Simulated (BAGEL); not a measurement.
**BCNCl2 (BCl2(CN)) at HF/6-31G(d) (density fitting with qzvpp-jkfit, spherical functions)**

What is the vertical singlet–triplet gap of BCNCl2 (BCl2(CN)) at HF/6-31G* (density fitting with qzvpp-jkfit, spherical functions)? 

The results are computed with BAGEL 1.2.2.

3 further runs of the same task are left out: 1 that didn't finish, 2 set aside as unsound or not needed.

## (1) The system as given

The species is BCNCl2 (5 atoms), meant as a singlet with charge 0. SMILES: `N#CB(Cl)Cl`. The shape is that of a GFN2-xTB optimisation.

Bond lengths: B1–Cl2 1.711 Å, B1–Cl3 1.712 Å, B1–C4 1.530 Å, C4–N5 1.147 Å. Angles: Cl2–B1–Cl3 121.4°, Cl2–B1–C4 119.4°, Cl3–B1–C4 119.3°, B1–C4–N5 179.9°.

## (2) A single-point energy at HF/6-31G(d) (density fitting with qzvpp-jkfit, spherical functions)

job.json reads:

```json
{ "bagel": [

{
  "title": "molecule",
  "basis": "6-31gs.json",
  "df_basis": "qzvpp-jkfit",
  "angstrom": true,
  "geometry": [
    { "atom": "B", "xyz": [    0.253340,    0.438150,    0.006010 ] },
    { "atom": "Cl", "xyz": [    1.963610,    0.419120,    0.054330 ] },
    { "atom": "Cl", "xyz": [   -0.620890,    1.910200,   -0.020890 ] },
    { "atom": "C", "xyz": [   -0.511540,   -0.887200,   -0.013590 ] },
    { "atom": "N", "xyz": [   -1.084520,   -1.880260,   -0.025860 ] }
  ]
},
{ "title": "hf" },
{ "title": "print", "file": "orbitals.molden", "orbitals": true }

]}
```

The basis set 6-31G* is read from a file made from the Basis Set Exchange's data (not shown).

The run is started by

```bash
$ BAGEL_NUM_THREADS=1 BAGEL job.json > job.out
```

Standard output:

```text
* using 1 threads per process

  ===============================================================
  ===============================================================

  *** Geometry ***

  { "atom" : "B", "xyz" : [      0.478743,      0.827984,      0.011357 ] },
  { "atom" : "Cl", "xyz" : [      3.710685,      0.792022,      0.102669 ] },
  { "atom" : "Cl", "xyz" : [     -1.173312,      3.609755,     -0.039476 ] },
  { "atom" : "C", "xyz" : [     -0.966671,     -1.676565,     -0.025681 ] },
  { "atom" : "N", "xyz" : [     -2.049446,     -3.553176,     -0.048868 ] },

  Number of auxiliary basis functions:      483

  Since a DF basis is specified, we compute 2- and 3-index integrals:
    o Being stored without compression. Storage requirement is 0.024 GB

  Number of basis functions:       78
  Number of electrons      :       52

    * METHOD: MOLECULE                             0.24

  *** RHF ***

  === Nuclear Repulsion ===
   212.0119779631

      * DIIS with orbital gradients will be used.

  === RHF iteration (6-31gs.json) ===
      0      -1035.87132703          0.01928145           0.07
      1      -1035.92429702          0.01851630           0.06
      2      -1036.04134523          0.00172020           0.06
      3      -1036.04356950          0.00042931           0.06
      4      -1036.04369793          0.00013211           0.06
      5      -1036.04371857          0.00006558           0.06
      6      -1036.04372419          0.00003390           0.06
      7      -1036.04372611          0.00001647           0.06
      8      -1036.04372666          0.00000769           0.06
      9      -1036.04372673          0.00000333           0.07
     10      -1036.04372674          0.00000065           0.07
     11      -1036.04372674          0.00000022           0.07
     12      -1036.04372674          0.00000008           0.06
     13      -1036.04372674          0.00000004           0.06
     14      -1036.04372674          0.00000002           0.06
     15      -1036.04372674          0.00000001           0.06
     16      -1036.04372674          0.00000001           0.06
    * SCF iteration converged.

    * Permanent dipole moment:
           (   -0.435088,    -0.748458,    -0.009847) a.u.

    * METHOD: HF                                   1.26

    * METHOD: PRINT                                0.02

  ===============================================================
```

Run time: 1.8 s. Hardware: 1 thread of AMD EPYC 7B13 (Zen 3), shared host; peak memory 0.11 GiB.

## (3) The triplet, same level

input.json reads:

```json
{ "bagel" : [

{
  "title" : "molecule",
  "basis" : "6-31gs.json",
  "df_basis" : "qzvpp-jkfit",
  "angstrom" : true,
  "geometry" : [
    { "atom" : "B", "xyz" : [       0.253340,       0.438150,       0.006010 ] },
    { "atom" : "Cl", "xyz" : [       1.963610,       0.419120,       0.054330 ] },
    { "atom" : "Cl", "xyz" : [      -0.620890,       1.910200,      -0.020890 ] },
    { "atom" : "C", "xyz" : [      -0.511540,      -0.887200,      -0.013590 ] },
    { "atom" : "N", "xyz" : [      -1.084520,      -1.880260,      -0.025860 ] }
  ]
},

{
  "title" : "uhf",
  "nopen" : 2
},

{
  "title" : "print",
  "file" : "orbitals.molden",
  "orbitals" : true
}

]}
```

The basis set 6-31G* is read from a file made from the Basis Set Exchange's data (not shown).

The run is started by

```bash
$ BAGEL_NUM_THREADS=1 BAGEL input.json > input.out
```

Standard output:

```text
* using 1 threads per process

  ===============================================================
  ===============================================================

  *** Geometry ***

  { "atom" : "B", "xyz" : [      0.478743,      0.827984,      0.011357 ] },
  { "atom" : "Cl", "xyz" : [      3.710685,      0.792022,      0.102669 ] },
  { "atom" : "Cl", "xyz" : [     -1.173312,      3.609755,     -0.039476 ] },
  { "atom" : "C", "xyz" : [     -0.966671,     -1.676565,     -0.025681 ] },
  { "atom" : "N", "xyz" : [     -2.049446,     -3.553176,     -0.048868 ] },

  Number of auxiliary basis functions:      483

  Since a DF basis is specified, we compute 2- and 3-index integrals:
    o Being stored without compression. Storage requirement is 0.024 GB

  Number of basis functions:       78
  Number of electrons      :       52

    * METHOD: MOLECULE                             0.26

  *** Open-shell HF ***

  === Nuclear Repulsion ===
   212.0119779631

      * DIIS with orbital gradients will be used.

  === UHF iteration (6-31gs.json) ===
      0      -1035.56142306          0.03848892           0.13
      1      -1035.28806818          0.06544170           0.12
      2      -1034.96393924          0.07818080           0.13
      3      -1035.78588542          0.01700115           0.13
      4      -1035.83666394          0.00447599           0.14
      5      -1035.84281006          0.00143500           0.13
      6      -1035.84490591          0.00073490           0.13
      7      -1035.84646111          0.00047904           0.13
      8      -1035.84756508          0.00015299           0.13
      9      -1035.84772705          0.00008123           0.13
     10      -1035.84778821          0.00005389           0.13
     11      -1035.84782839          0.00003776           0.13
     12      -1035.84784588          0.00002146           0.14
     13      -1035.84785010          0.00001024           0.13
     14      -1035.84785037          0.00000736           0.13
     15      -1035.84785045          0.00000665           0.13
     16      -1035.84785051          0.00000638           0.12
     17      -1035.84785058          0.00000615           0.13
     18      -1035.84785079          0.00000567           0.12
     19      -1035.84785095          0.00000519           0.13
     20      -1035.84785117          0.00000465           0.12
     21      -1035.84785150          0.00000365           0.12
     22      -1035.84785167          0.00000288           0.12
     23      -1035.84785171          0.00000268           0.13
     24      -1035.84785174          0.00000263           0.13
     25      -1035.84785174          0.00000262           0.12
     26      -1035.84785175          0.00000262           0.13
     27      -1035.84785176          0.00000262           0.13
     28      -1035.84785175          0.00000261           0.13
     29      -1035.84785173          0.00000261           0.13
     30      -1035.84785174          0.00000262           0.13
     31      -1035.84785171          0.00000260           0.13
     32      -1035.84785148          0.00000253           0.13
     33      -1035.84785136          0.00000249           0.13
     34      -1035.84785109          0.00000253           0.15
     35      -1035.84785104          0.00000244           0.14
     36      -1035.84785075          0.00000262           0.13
     37      -1035.84785072          0.00000224           0.12
     38      -1035.84785043          0.00000254           0.13
     39      -1035.84785053          0.00000214           0.13
     40      -1035.84785046          0.00000217           0.13
     41      -1035.84785050          0.00000202           0.13
     42      -1035.84785044          0.00000194           0.13
     43      -1035.84785028          0.00000175           0.13
     44      -1035.84785021          0.00000165           0.13
     45      -1035.84785010          0.00000149           0.14
     46      -1035.84784996          0.00000148           0.13
     47      -1035.84784998          0.00000132           0.14
     48      -1035.84784995          0.00000128           0.13
     49      -1035.84784992          0.00000126           0.13
     50      -1035.84784990          0.00000124           0.13
     51      -1035.84784987          0.00000121           0.13
     52      -1035.84784982          0.00000115           0.13
     53      -1035.84784976          0.00000105           0.13
     54      -1035.84784970          0.00000085           0.13
     55      -1035.84784964          0.00000096           0.12
     56      -1035.84784963          0.00000060           0.13
     57      -1035.84784962          0.00000038           0.13
     58      -1035.84784962          0.00000054           0.13
     59      -1035.84784962          0.00000025           0.13
     60      -1035.84784962          0.00000024           0.13
     61      -1035.84784962          0.00000022           0.13
     62      -1035.84784962          0.00000020           0.13
     63      -1035.84784961          0.00000017           0.13
     64      -1035.84784961          0.00000015           0.13
     65      -1035.84784961          0.00000010           0.13
     66      -1035.84784961          0.00000009           0.13
     67      -1035.84784961          0.00000007           0.13
     68      -1035.84784961          0.00000006           0.13
     69      -1035.84784961          0.00000005           0.13
     70      -1035.84784961          0.00000005           0.13
     71      -1035.84784961          0.00000004           0.13
     72      -1035.84784961          0.00000004           0.13
     73      -1035.84784961          0.00000003           0.13
     74      -1035.84784961          0.00000003           0.13
     75      -1035.84784961          0.00000003           0.13
     76      -1035.84784961          0.00000003           0.13
     77      -1035.84784961          0.00000003           0.12
     78      -1035.84784961          0.00000003           0.13
     79      -1035.84784961          0.00000003           0.13
     80      -1035.84784961          0.00000003           0.13
     81      -1035.84784961          0.00000003           0.13
     82      -1035.84784961          0.00000002           0.13
     83      -1035.84784961          0.00000002           0.13
     84      -1035.84784961          0.00000002           0.13
     85      -1035.84784961          0.00000002           0.13
     86      -1035.84784961          0.00000002           0.13
     87      -1035.84784961          0.00000002           0.13
     88      -1035.84784961          0.00000001           0.13
     89      -1035.84784961          0.00000001           0.13
     90      -1035.84784961          0.00000001           0.12
     91      -1035.84784961          0.00000001           0.12
    * SCF iteration converged.

    * S^2 (UHF) is 2.1247

    * Permanent dipole moment:
           (    0.685756,     1.191847,    -0.003793) a.u.

    * METHOD: UHF                                 11.98

    * METHOD: PRINT                                0.02

  ===============================================================
```

It took 13 s on 1 thread of AMD EPYC 7B13 (Zen 3), shared host; peak memory 0.11 GiB.

## (4) Summary of results

Level: HF/6-31G* (density fitting with qzvpp-jkfit, spherical functions).

```
                                        quantity           value
                           singlet: total energy  -1036.04373 Eh
                          singlet: dipole moment          2.20 D
                            singlet: HOMO energy       -13.07 eV
                            singlet: LUMO energy         0.75 eV
                          singlet: HOMO–LUMO gap        13.82 eV
                           triplet: total energy  -1035.84785 Eh
                          triplet: dipole moment          3.50 D
                                   triplet: ⟨S²⟩           2.125
vertical energy of the triplet above the singlet        5.330 eV
```

At this shape the triplet lies 5.33 eV (514 kJ/mol) above the singlet. ⟨S²⟩ (triplet) is 2.12 where a pure triplet has 2.00: the reference is spin-contaminated.
